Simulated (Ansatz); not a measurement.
**Cl3H5InNSi: a ladder of functionals and wavefunction methods**

One table from this session's results is given with a row withheld; the runs are named, their logs left out.

Method: functionals in def2-TZVPP, the program's frozen cores in correlated methods; program: Ansatz 0.2.0, Gaussian basis.

Levels to be run: LDA (SPW92), PBE-D4, revPBE-D4, BLYP-D4, r2SCAN-D4, B97M-V, PBE0-D4, B3LYP-D4, r2SCANh-D4, r2SCAN0-D4, HSE06-D4, BHLYP-D4, CAM-B3LYP-D4, LC-ωPBE, ωB97X-V, ωB97M-V, B2PLYP, PBE-QIDH; CCSD(T)/def2-SVP; MP2/def2-TZVPP; MP2/def2-QZVPP; RPA on PBE.

### Structure used throughout

The geometry comes from an earlier relaxation with PBE0-D4 in a triple-zeta def2 set; it is a stationary point, not always the lowest conformer. In takes the def2 core potential; no spin-orbit term is included.

SMILES `[SiH3][NH2+][In-]([Cl])([Cl])[Cl]`, 11 atoms, charge 0, spin multiplicity 1.

Atoms are counted from 1 here; the program's logs count them from 0.

Bond lengths: Si1–N2 1.795 Å, Si1–H7 1.476 Å, Si1–H8 1.483 Å, Si1–H9 1.476 Å, N2–In3 2.301 Å, N2–H10 1.017 Å, N2–H11 1.017 Å, In3–Cl4 2.326 Å, In3–Cl5 2.329 Å, In3–Cl6 2.326 Å. Angles: N2–Si1–H7 106.2°, N2–Si1–H8 109.0°, N2–Si1–H9 106.2°, H7–Si1–H8 111.1°, H7–Si1–H9 112.9°, H8–Si1–H9 111.1°, Si1–N2–In3 117.2°, Si1–N2–H10 112.4°, Si1–N2–H11 112.3°, In3–N2–H10 103.9°, In3–N2–H11 103.8°, H10–N2–H11 106.3°, N2–In3–Cl4 99.6°, N2–In3–Cl5 96.4°, N2–In3–Cl6 99.5°, Cl4–In3–Cl5 117.8°, Cl4–In3–Cl6 118.0°, Cl5–In3–Cl6 117.8°.

Set-up of the first run:

File in.yaml:

```yaml
crystal:
  periodic: [false, false, false]
  atoms:
    - {symbol: Si, position_ang: [-0.215815, -1.476081, 0.811146]}
    - {symbol: N, position_ang: [0.731391, -0.281775, -0.137185]}
    - {symbol: In, position_ang: [-0.322458, 1.682558, -0.706623]}
    - {symbol: Cl, position_ang: [-2.097006, 0.827017, -1.943350]}
    - {symbol: Cl, position_ang: [1.466598, 2.610250, -1.874061]}
    - {symbol: Cl, position_ang: [-0.771796, 2.506069, 1.421927]}
    - {symbol: H, position_ang: [-1.379472, -1.834797, -0.022968]}
    - {symbol: H, position_ang: [0.634764, -2.661076, 1.080561]}
    - {symbol: H, position_ang: [-0.594922, -0.796844, 2.065617]}
    - {symbol: H, position_ang: [1.046277, -0.657561, -1.028577]}
    - {symbol: H, position_ang: [1.567741, 0.025040, 0.354114]}
basis:
  gaussian: {orbitals: def2-TZVPP}
hamiltonian: {xc: lda}
output: {orbitals: {seedname: orbitals}}
```

Launch:

```bash
$ ansatz run in.yaml --threads 4 --pin off --events-out ev --progress --plain --max-ram 11315MiB
```

Among the steps run: LDA; PBE-D4 (GGA); revPBE-D4 (GGA); BLYP-D4 (GGA); r2SCAN-D4 (meta-GGA); B97M-V (meta-GGA); B3LYP-D4 (hybrid); r2SCANh-D4 (hybrid); r2SCAN0-D4 (hybrid); HSE06-D4 (hybrid); BHLYP-D4 (hybrid); CAM-B3LYP-D4 (range-separated); LC-ωPBE (range-separated); ωB97X-V (range-separated); ωB97M-V (range-separated); B2PLYP (double hybrid); PBE-QIDH (double hybrid).

One of the session's tables, all rows but one given; the rest of the session is left out.

It belongs to the step «Frontier levels by functional». 

| functional | HOMO (eV) | LUMO (eV) | gap (eV) |
| --- | --- | --- | --- |
| LDA (SPW92) | -7.44 | -2.94 | 4.50 |
| PBE-D4 | -7.28 | -2.61 | 4.67 |
| revPBE-D4 | -7.22 | -2.49 | 4.73 |
| BLYP-D4 | -7.10 | -2.54 | 4.56 |
| r2SCAN-D4 | -7.66 | -2.37 | 5.29 |
| B97M-V | -7.74 | -2.41 | 5.33 |
| PBE0-D4 | -8.71 | -1.72 | 6.99 |
| B3LYP-D4 | -8.41 | -2.01 | 6.40 |
| r2SCANh-D4 | -8.18 | -2.05 | 6.13 |
| r2SCAN0-D4 | -8.96 | -1.57 | 7.39 |
| HSE06-D4 | -8.30 | -2.09 | 6.22 |
| BHLYP-D4 | -9.97 | -0.80 | 9.16 |
| CAM-B3LYP-D4 | -10.08 | -0.74 | 9.34 |
| LC-ωPBE | -11.56 | 0.53 | 12.09 |
| ωB97X-V | ? | ? | ? |
| ωB97M-V | -11.00 | 0.14 | 11.14 |

**Question.** Estimate the row for ωB97X-V.

**Answer.** HOMO (eV): -11.16; LUMO (eV): 0.35; gap (eV): 11.51. In the column «HOMO (eV)» it lies between LC-ωPBE (-11.56) and ωB97M-V (-11.00).
